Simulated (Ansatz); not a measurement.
# RhC2 (fluorite): equation of state

One table from this session's results is given with a row withheld; the runs are named, their logs left out.

Program: Ansatz 0.2.0. Level of theory: DFT PBEsol, scalar-relativistic, plane waves, PAW. These are calculated values, not measurements.

2 further runs of the same task are left out: 2 that didn't finish.

**The system as given**

Symmetry: Fm-3m, No. 225, cubic system. Conventional cell: a = 4.882 Å, b = 4.882 Å, c = 4.882 Å, α = 90.00°, β = 90.00°, γ = 90.00°. Around Rh (site symmetry m-3m) lie 8 C at 2.11 Å. Around C (site symmetry -43m) lie 4 Rh at 2.11 Å.

Structure file:

```
Rh C
1.0
     0.00000    2.44125    2.44125
     2.44125    0.00000    2.44125
     2.44125    2.44125    0.00000
Rh C
1 2
Cartesian
  0.0000 0.0000 0.0000
  1.2206 1.2206 1.2206
  3.6619 3.6619 3.6619
```

An earlier run at PBEsol left this cell at 9.699 Å³/atom and -0.14 GPa (12×12×12 mesh).

Volume factors to run: 0.980, 1.020, 0.960, 1.040.

Set-up of the first run:

input.yaml

```yaml
crystal:
  lattice:
    - [0.0, 2.424864595, 2.424864595]
    - [2.424864595, 0.0, 2.424864595]
    - [2.424864595, 2.424864595, 0.0]
  atoms:
    - { symbol: Rh, position: [0.0, 0.0, 0.0] }
    - { symbol: C, position: [0.25, 0.25, 0.25] }
    - { symbol: C, position: [0.75, 0.75, 0.75] }
basis:
  ecutwfc: 420
  ecutrho_ratio: 4
kpoints:
  mp_grid: { grid: [12, 12, 12] }
hamiltonian:
  xc: pbesol
scf:
  occupations: { method: gaussian, width: 0.05 }
output:
  forces: true
  stress: true
  eigenvalues: true
```

The run is started by

```
ansatz run input.yaml --threads 4 --pin off --max-ram 4096MiB --backend cpu --events-out ev --progress --plain --runs-dir out
```

Among the steps run: Scaling the volume by 0.980; At 1.020 of the relaxed volume; At 0.960 of the relaxed volume; Scaling the volume by 1.040.

One table of the session follows, with a row left open; its other results are not shown here.

It belongs to the step «Energy and pressure against volume». 

```
volume (Å³/atom)  energy (meV/atom)  pressure (GPa)
           9.311              13.95           12.28
           9.505               3.22            5.71
           9.699               0.00           -0.14
           9.893                  ?               ?
          10.087              12.80           -9.98
```

**Question.** Estimate the row for volume (Å³/atom) = 9.893.

Worked estimate for «energy (meV/atom)». A straight line through the neighbours (9.699, 0.00) and (10.087, 12.80) gives 0.00 + (12.80 − 0.00) × (9.893 − 9.699) / (10.087 − 9.699) = 6.40; a parabola fitted to 3 rows on both sides gives 3.19.

As computed: energy (meV/atom): 3.44; pressure (GPa): -5.34. In «energy (meV/atom)» the line misses by +2.96 and the parabola by -0.25.
